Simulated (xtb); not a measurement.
# GeH3S2F (SMILES [F][GeH]([SH])[SH]) at GFN1-xTB

Aim: the energy of GeH3S2F. 

The calculation is run with xtb 6.7.1 later snapshot.

3 further runs of the same task are left out: 3 set aside as unsound or not needed.

## Step 1: The structure to begin with

The species is GeH3S2F (7 atoms), meant as a singlet with charge 0. As SMILES, `[F][GeH]([SH])[SH]`. Geometry: a GFN2-xTB relaxation, a rough one for these elements and not checked as a minimum. This is one conformer, not always the lowest.

Bond lengths: F1–Ge2 1.791 Å, Ge2–S3 2.209 Å, Ge2–S4 2.211 Å, Ge2–H5 1.528 Å, S3–H6 1.330 Å, S4–H7 1.330 Å. Angles: F1–Ge2–S3 107.6°, F1–Ge2–S4 108.2°, S3–Ge2–S4 112.9°, F1–Ge2–H5 97.2°, S3–Ge2–H5 114.7°, S4–Ge2–H5 114.5°, Ge2–S3–H6 93.0°, Ge2–S4–H7 93.1°.

## Step 2: A single-point energy at GFN1-xTB

.CHRG reads:

```
0
```

.UHF reads:

```
0
```

xtb.inp reads:

```
$scc
   broydamp=0.4
$end
```

struc.tmol reads:

```
$coord
     -2.391637383326     -2.116360978752      1.002235147457  f
      0.116463821061     -0.147209665108     -0.134907548037  ge
      2.329937825357      1.113143173711      3.172642293373  s
     -1.578488231900      3.023410621311     -2.262739164366  s
      1.421092942980     -2.132064602848     -1.776909474986  h
      2.763818943571     -1.239622543232      3.943008045338  h
     -2.661187917743      1.498722892179     -3.943329298779  h
$end
```

Run with:

```console
$ xtb --gfn 1 --input xtb.inp --scc -- struc.tmol | tee out.txt
```

What values should one expect? Wanted: total energy; dipole moment; HOMO energy; LUMO energy; HOMO–LUMO gap; dispersion energy.

Computed results:

At GFN1-xTB:

| quantity | value |
| --- | --- |
| total energy | -15.93230 Eh |
| dipole moment | 2.34 D |
| HOMO energy | -11.74 eV |
| LUMO energy | -5.83 eV |
| HOMO–LUMO gap | 5.92 eV |
| dispersion energy | -6.80 kJ/mol |

In words: Mulliken charges run from -0.38 on F1 to +0.44 on Ge2.
